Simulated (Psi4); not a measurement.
# TPSS/def2-SVPD run of BHSClF (SMILES FB(S)Cl)

Aim: the vertical singlet–triplet gap of BHSClF at TPSS/def2-SVPD, from 2 runs. 

The results are computed with Psi4 1.11.

1 further run of the same task is left out (set aside as unsound or not needed).

**1. The structure to begin with**

The species is BHSClF (5 atoms), meant as a singlet with charge 0. As SMILES, `FB(S)Cl`. The shape is that of a PBE0-D4/def2-TZVP optimisation. This is one conformer, not always the lowest.

Bond lengths: F1–B2 1.319 Å, B2–S3 1.794 Å, B2–Cl4 1.749 Å, S3–H5 1.344 Å. Angles: F1–B2–S3 121.9°, F1–B2–Cl4 118.8°, S3–B2–Cl4 119.3°, B2–S3–H5 95.1°.

**2. Energy and gradient at TPSS/def2-SVPD**

Input file job.py:

```python
import psi4

psi4.set_memory(1600000000)
psi4.set_num_threads(1)
psi4.set_output_file('output.dat', False)

m = psi4.geometry("""
0 1
F     -0.530000    -1.166500     0.714900
B     -0.425100    -0.151000    -0.119600
S      1.059600     0.851000    -0.211000
Cl    -1.776300     0.224400    -1.165000
H      1.721700     0.168500     0.739200
symmetry c1
""")

psi4.set_options({
    'basis': 'def2-SVPD',
    'puream': True,
    'e_convergence': 1e-09,
    'd_convergence': 1e-08,
    'scf_type': 'pk',
    'dft_radial_points': 99,
    'dft_spherical_points': 590,
})

e, wfn = psi4.gradient("tpss", return_wfn=True)
psi4.oeprop(wfn, "LOWDIN_CHARGES", "MAYER_INDICES", "MULLIKEN_CHARGES", title="TPSS")
print('gradient / Eh bohr^-1')
print(e.np.round(6))
print(f'energy = {wfn.energy():.10f} Eh')
```

On the command line:

```console
python job.py
```

output.dat:

```text
[...]
  Running in c1 symmetry.
[...]
  Nuclear repulsion =  184.437112351664581
[...]
  Multiplicity = 1
[...]
  Nalpha       = 24
  Nbeta        = 24
[...]
    Number of basis functions: 105
[...]
   @RKS iter   1:  -983.41293787636664   -2.24377e-02   4.67645e-03 DIIS/ADIIS
[...]
   @RKS iter  12:  -983.52712064653292   -2.84217e-12   3.29375e-09 DIIS
[...]
    Orbital Energies [Eh]
    ---------------------
    Doubly Occupied:
       1A   -100.999833     2A    -88.380467     3A    -24.461063
       4A     -9.270729     5A     -7.776632     6A     -7.055225
       7A     -7.049266     8A     -7.047584     9A     -6.731908
      10A     -5.763089    11A     -5.758488    12A     -5.755027
      13A     -1.153050    14A     -0.801354    15A     -0.716539
      16A     -0.523097    17A     -0.461457    18A     -0.446490
      19A     -0.439961    20A     -0.380671    21A     -0.329770
      22A     -0.328010    23A     -0.307244    24A     -0.270501
[...]
  @RKS Final Energy:  -983.52712064653292
   => Energetics <=
    Nuclear Repulsion Energy =            184.4371123516645810
    One-Electron Energy =               -1724.5902152998821748
    Two-Electron Energy =                 625.5062258464985234
    DFT Exchange-Correlation Energy =     -68.8802435448138652
    Empirical Dispersion Energy =           0.0000000000000000
    VV10 Nonlocal Energy =                  0.0000000000000000
    Total Energy =                       -983.5271206465329215
[...]
 Multipole Moments:
 ------------------------------------------------------------------------------------
     Multipole            Electronic (a.u.)      Nuclear  (a.u.)        Total (a.u.)
 ------------------------------------------------------------------------------------
 L = 1.  Multiply by 2.5417464519 to convert [e a0] to [Debye]
 Dipole X            :         -2.9666382            3.3949842            0.4283460
 Dipole Y            :         -1.4256445            1.4345763            0.0089318
 Dipole Z            :         -0.3234522            0.5429553            0.2195030
 Magnitude           :                                                    0.4813955
[...]
  -Total Gradient:
     Atom            X                  Y                   Z
    ------   -----------------  -----------------  -----------------
       1        0.001121572177     0.012212316320    -0.010119437115
       2       -0.002970574911    -0.006598648840     0.004220102138
       3       -0.002225913055    -0.006695605874     0.004680763928
       4        0.008053397652    -0.002081018738     0.006095206624
       5       -0.003977607091     0.003159986808    -0.004873550189
[...]
  Mulliken Charges: (a.u.)
   Center  Symbol    Alpha    Beta     Spin     Total
       1     F     4.66062  4.66062  0.00000 -0.32124
       2     B     2.02173  2.02173  0.00000  0.95653
       3     S     8.24372  8.24372  0.00000 -0.48744
       4    CL     8.71401  8.71401  0.00000 -0.42802
       5     H     0.35992  0.35992  0.00000  0.28017
   Total alpha = 24.00000, Total beta = 24.00000, Total charge =  0.00000
  Lowdin Charges: (a.u.)
   Center  Symbol    Alpha    Beta     Spin     Total
       1     F     4.59172  4.59172  0.00000 -0.18345
[...]
```

On the terminal:

```text
gradient / Eh bohr^-1
[[ 0.001122  0.012212 -0.010119]
 [-0.002971 -0.006599  0.00422 ]
 [-0.002226 -0.006696  0.004681]
 [ 0.008053 -0.002081  0.006095]
 [-0.003978  0.00316  -0.004874]]
energy = -983.5271206465 Eh
```

Wall time 28 s (1 thread of Intel Xeon 6975P-C (Granite Rapids), shared host); peak memory 0.65 GiB.

**3. The triplet, same level**

Input file calc.inp:

```
memory 1600 mb

molecule {
  0 3
  F     -0.530000    -1.166500     0.714900
  B     -0.425100    -0.151000    -0.119600
  S      1.059600     0.851000    -0.211000
  Cl    -1.776300     0.224400    -1.165000
  H      1.721700     0.168500     0.739200
  symmetry c1
}

set basis def2-SVPD
set reference uks
set puream true
set e_convergence 1e-09
set d_convergence 1e-08
set scf_type pk
set dft_radial_points 99
set dft_spherical_points 590
set maxiter 200

e, wfn = gradient("tpss", return_wfn=True)
```

On the command line:

```console
psi4 -n 1 calc.inp calc.out
```

calc.out:

```text
[...]
  Running in c1 symmetry.
[...]
  Nuclear repulsion =  184.437112351664581
[...]
  Multiplicity = 3
[...]
  Nalpha       = 25
  Nbeta        = 23
[...]
    Number of basis functions: 105
[...]
   @UKS iter   1:  -983.15488902329503    2.35611e-01   5.44740e-03 ADIIS/DIIS
[...]
   @UKS iter  16:  -983.32335893495076   -7.73070e-12   7.29219e-09 DIIS
[...]
   @S^2 Observed:                2.006563135E+00
[...]
    Orbital Energies [Eh]
    ---------------------
    Alpha Occupied:
       1A   -100.994269     2A    -88.460049     3A    -24.405867
       4A     -9.263261     5A     -7.851852     6A     -7.046183
       7A     -7.045130     8A     -7.039891     9A     -6.641526
      10A     -5.840713    11A     -5.835657    12A     -5.829538
      13A     -1.100801    14A     -0.794082    15A     -0.768496
      16A     -0.495301    17A     -0.465531    18A     -0.421769
      19A     -0.407299    20A     -0.395004    21A     -0.349459
      22A     -0.328713    23A     -0.317531    24A     -0.297846
      25A     -0.072776
    Alpha Virtual:
[...]
  @UKS Final Energy:  -983.32335893495076
   => Energetics <=
    Nuclear Repulsion Energy =            184.4371123516645810
    One-Electron Energy =               -1724.2647929820586796
    Two-Electron Energy =                 625.3932724116632471
    DFT Exchange-Correlation Energy =     -68.8889507162199237
    Empirical Dispersion Energy =           0.0000000000000000
    VV10 Nonlocal Energy =                  0.0000000000000000
    Total Energy =                       -983.3233589349507611
[...]
 Multipole Moments:
 ------------------------------------------------------------------------------------
     Multipole            Electronic (a.u.)      Nuclear  (a.u.)        Total (a.u.)
 ------------------------------------------------------------------------------------
 L = 1.  Multiply by 2.5417464519 to convert [e a0] to [Debye]
 Dipole X            :         -2.1909125            3.3949842            1.2040717
 Dipole Y            :         -0.8935297            1.4345763            0.5410466
 Dipole Z            :         -0.3789814            0.5429553            0.1639738
 Magnitude           :                                                    1.3301908
[...]
  -Total Gradient:
     Atom            X                  Y                   Z
    ------   -----------------  -----------------  -----------------
       1       -0.002426939912     0.045036982015    -0.040722990011
       2        0.018417963315    -0.007544511236     0.016341844189
       3       -0.030193497657    -0.027722954828     0.008368572116
       4        0.021147411027    -0.012803542413     0.022415233947
       5       -0.006944934847     0.003030425066    -0.006399475235
[...]
```

Run time: 51 s. Hardware: 1 thread of Intel Xeon 6975P-C (Granite Rapids), shared host; peak memory 0.65 GiB.

**4. Outcome**

Level: TPSS/def2-SVPD.

| quantity | value |
| --- | --- |
| singlet: total energy | -983.52712 Eh |
| singlet: dipole moment | 1.22 D |
| singlet: HOMO energy | -7.36 eV |
| singlet: LUMO energy | -1.66 eV |
| singlet: HOMO–LUMO gap | 5.71 eV |
| singlet: largest force on an atom | 0.818 eV/Å |
| triplet: total energy | -983.32336 Eh |
| triplet: dipole moment | 3.38 D |
| triplet: HOMO energy (highest over α and β) | -1.98 eV |
| triplet: ⟨S²⟩ | 2.007 |
| triplet: largest force on an atom | 3.125 eV/Å |
| vertical energy of the triplet above the singlet | 5.545 eV |

**Reading.** At this shape the triplet lies 5.54 eV (128 kcal/mol) above the singlet. The largest force (singlet) is 0.82 eV/Å: the shape isn't a stationary point for this species at this level.
